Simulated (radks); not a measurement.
# Ionising iridium step by step, Ir²⁰⁺ to Ir³⁹⁺

An exercise on one series of results from a longer session: the logs are not shown, and one member is left open.

Program: radks (a radial shooting solver on a logarithmic mesh, Libxc functionals) version 1. Level of theory: scalar-relativistic Kohn-Sham, LB94 model potential, spin-polarised, spherical densities, finite nucleus; open shells are filled with parallel spins first. These are calculated values, not measurements, unless marked.

## The system

* element: iridium (Z = 77)
* charges: 20 to 39
* first configuration: [Kr] 4d10 4f11
* last configuration: [Kr] 4d2

The outer shells:

Ir²⁰⁺
```
[Kr] core
4d [↑↓][↑↓][↑↓][↑↓][↑↓]
4f [↑↓][↑↓][↑↓][↑↓][↑ ][↑ ][↑ ]
```

Ir³⁹⁺
```
[Kr] core
4d [↑ ][↑ ][  ][  ][  ]
```

LB94 adds a gradient term to the LDA potential that gives it a −1/r tail. It is a model potential with no energy functional, so Etot and Exc are not given.

The first run:

Settings of this run:

```text
Z 77
configuration [Kr] 4d10 4f11
relativity scalar-relativistic
functional lda,pw
model_potential LB94
spin polarised
nucleus finite rms 5.4032 fm
c 137.035999084
```

Steps of the session up to this table: Ir²⁰⁺, [Kr] 4d10 4f11.

One table of the session follows, with a row left open; its other results are not shown here.

It belongs to the step «Ir²⁰⁺, [Kr] 4d10 4f11». From the orbitals of this run (lengths in bohr):

```
  level     <r>  outermost maximum (interpolated)  90 % within  nodes
  4s up       ?                                 ?            ?      ?
4s down  0.4188                             0.395        0.599      3
  4p up  0.4429                             0.414        0.640      2
4p down  0.4432                             0.414        0.641      2
  4d up  0.4627                             0.420        0.686      1
4d down  0.4631                             0.421        0.686      1
  4f up  0.4739                             0.378        0.739      0
4f down  0.4746                             0.378        0.741      0
```

Q: Estimate the row for 4s up from the others.

As computed: <r>: 0.4186; outermost maximum (interpolated): 0.395; 90 % within: 0.599; nodes: 3. In the column «<r>» it is the lowest.

Limits of these values: Open shells are spherical and high-spin; term and fine-structure splittings are not resolved.
